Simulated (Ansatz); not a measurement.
**C4H8O4Ti: how energies converge with the basis set**

The task here is to estimate one member of a computed series from the others.

Method: one geometry, several basis sets; program: Ansatz 0.2.0, Gaussian basis.

Levels to be run: PBE0-D4/def2-SVP; ωB97M-V/def2-SVP; PBE0-D4/def2-QZVPP; ωB97M-V/def2-QZVPP; the functionals' def2-TZVPP values are taken from earlier runs.

## The relaxed structure

The geometry comes from an earlier relaxation with PBE0-D4 in a triple-zeta def2 set; it is a stationary point, not always the lowest conformer.

SMILES `[CH3][Ti-]1([OH])([OH])[O]C=CC=[O+]1`, 17 atoms, charge 0, spin multiplicity 1.

Atoms are counted from 1 here; the program's logs count them from 0.

Bond lengths: C1–Ti2 2.074 Å, C1–H10 1.091 Å, C1–H11 1.092 Å, C1–H12 1.096 Å, Ti2–O3 1.801 Å, Ti2–O4 1.804 Å, Ti2–O5 2.037 Å, Ti2–O9 2.050 Å, O3–H13 0.960 Å, O4–H14 0.958 Å, O5–C6 1.256 Å, C6–C7 1.391 Å, C6–H15 1.097 Å, C7–C8 1.385 Å, C7–H16 1.080 Å, C8–O9 1.264 Å, C8–H17 1.097 Å. Angles: Ti2–C1–H10 110.9°, Ti2–C1–H11 109.4°, Ti2–C1–H12 107.3°, H10–C1–H11 110.7°, H10–C1–H12 109.5°, H11–C1–H12 109.0°, C1–Ti2–O3 109.0°, C1–Ti2–O4 96.9°, C1–Ti2–O5 86.2°, C1–Ti2–O9 122.0°, O3–Ti2–O4 102.0°, O3–Ti2–O5 92.2°, O3–Ti2–O9 127.6°, O4–Ti2–O5 163.5°, O4–Ti2–O9 84.2°, O5–Ti2–O9 80.5°, Ti2–O3–H13 122.2°, Ti2–O4–H14 129.7° and more.

The first run:

in.yaml

```yaml
crystal:
  periodic: [false, false, false]
  atoms:
    - {symbol: C, position_ang: [1.062262, -0.327264, -2.036059]}
    - {symbol: Ti, position_ang: [0.870476, -0.556301, 0.016265]}
    - {symbol: O, position_ang: [2.417608, -0.081593, 0.806878]}
    - {symbol: O, position_ang: [0.972929, -2.356799, 0.044103]}
    - {symbol: O, position_ang: [0.183283, 1.361631, 0.029028]}
    - {symbol: C, position_ang: [-0.861726, 1.931430, 0.429191]}
    - {symbol: C, position_ang: [-1.939582, 1.286207, 1.027018]}
    - {symbol: C, position_ang: [-1.897020, -0.082718, 1.234483]}
    - {symbol: O, position_ang: [-0.949580, -0.854749, 0.910529]}
    - {symbol: H, position_ang: [1.400678, 0.679197, -2.285741]}
    - {symbol: H, position_ang: [1.758832, -1.074690, -2.421197]}
    - {symbol: H, position_ang: [0.073255, -0.500779, -2.476515]}
    - {symbol: H, position_ang: [3.047332, -0.730551, 1.129475]}
    - {symbol: H, position_ang: [0.304260, -3.004513, 0.268690]}
    - {symbol: H, position_ang: [-0.906786, 3.018990, 0.292765]}
    - {symbol: H, position_ang: [-2.802323, 1.853307, 1.345522]}
    - {symbol: H, position_ang: [-2.753199, -0.561106, 1.725464]}
basis:
  gaussian: {orbitals: def2-SVP}
hamiltonian: {xc: pbe0, dispersion: d4}
output: {orbitals: {seedname: orbitals}}
```

Started as:

```
> ansatz run in.yaml --threads 4 --pin off --events-out ev --progress --plain --max-ram 66560MiB --backend cpu
```

Steps of the session up to this table: PBE0-D4 in def2-SVP; ωB97M-V in def2-SVP; PBE0-D4 in def2-QZVPP; ωB97M-V in def2-QZVPP.

One table of the session follows, with a row left open; its other results are not shown here.

It belongs to the step «Functionals by basis». 

```
functional       basis  HOMO (eV)  LUMO (eV)
   PBE0-D4    def2-SVP      -7.23      -1.93
   PBE0-D4  def2-TZVPP      -7.31      -2.10
   PBE0-D4  def2-QZVPP      -7.33      -2.13
   ωB97M-V    def2-SVP      -9.48       0.25
   ωB97M-V  def2-TZVPP          ?          ?
   ωB97M-V  def2-QZVPP      -9.63      -0.03
```

Estimate the missing values for ωB97M-V, def2-TZVPP.

**Answer.** HOMO (eV): -9.62; LUMO (eV): 0.02. In the column «HOMO (eV)» it lies between ωB97M-V, def2-QZVPP (-9.63) and ωB97M-V, def2-SVP (-9.48).
